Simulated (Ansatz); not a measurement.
# AgB2Ru2: from the start to rest, part 2 of 2

Wanted: the geometry at rest of AgB2Ru2 (a known structure type filled with other elements, at an estimated volume), relaxing cell and atoms, and its electronic structure there.

Ansatz 0.2.0; DFT, PBE, no spin polarisation, plane waves, PAW. Relaxing cell and atoms. The steps go on from the part before.

## Step 6: Fields in real space

Maps in the plane spanned by a and b at height 0.000 along c (axes of the input's cell), one cell: a runs left to right (12 points from zero), b bottom to top (12 points), 90° apart. Inside the augmentation spheres the fields are the smooth ones.

Valence density. Ten steps from '0' (0.05 e/Å³) to '9' (21.10 e/Å³), finer at the low end (step k begins (100^(k/10) - 1)/99 of the way up):
```
985200000258
653100000135
221000000012
000000000000
000000000000
000000000000
000000000000
000000000000
221000000012
653100000135
985200000258
996200000269
```

ELF. Ten even steps from '0' (0.06) to '9' (0.87):
```
875200000257
553100000135
221000000012
000000000000
000000000000
000000000000
000000000000
000000000000
221000000012
553100000135
875200000257
985200000258
```

Atoms within 0.2 Å of the plane, in fractions of a and b: Ag at (0.00, 0.00).

At the density minimum on some short contacts:

| contact | length (Å) | minimum at (fraction) | density (e/Å³) | ELF |
| --- | --- | --- | --- | --- |
| Ru2–B4 | 2.082 | none clear | – | – |

## Step 7: Summary of results

The summary covers parts 1 to 2.

| quantity | value |
| --- | --- |
| moves | 8 |
| energy gained | 615.8 meV/atom |
| largest move | 0.43 Å (B) |
| space group (0.01 Å), before / after | I4/mmm / I4/mmm |
| cell | a = 3.933 Å, b = 3.933 Å, c = 5.245 Å, α = 67.98°, β = 67.98°, γ = 90.00° |
| volume | 13.76 Å³/atom (+12.7 %) |
| pressure at the end | 0.00 GPa |
| formation energy (elements from separate runs) | 0.20 eV/atom |
| character | metal |
| density of states, mean within 0.25 eV of the Fermi level | 3.4 per eV per cell |
| Bader charges | Ag +0.22, Ru -0.03, B -0.08 e |

The volume grew by 12.7 %, and the largest move of an atom is 0.43 Å apart from the change of the cell; the energy fell by 615.8 meV per atom. The run held to 16 symmetry operations, so a lower structure without them is not ruled out. By a distance rule the end structure falls into sheets, and the functional has no dispersion term: where only weak forces hold such sheets, the spacing at the end is too wide to trust. Bands cross the Fermi level: a metal; within 0.25 eV of the Fermi level the density of states averages 3.4 per eV per cell, mostly Ru d (87 %). Set against separate runs on the elements (Ag fcc, Ru hcp, alpha-rhombohedral (B12)), it forms at 0.20 eV per atom, so at this geometry it is not bound against them. By Bader's partition Ag gives up most (+0.22 e) and B takes most (-0.08 e).

Caveats: wide smearing.
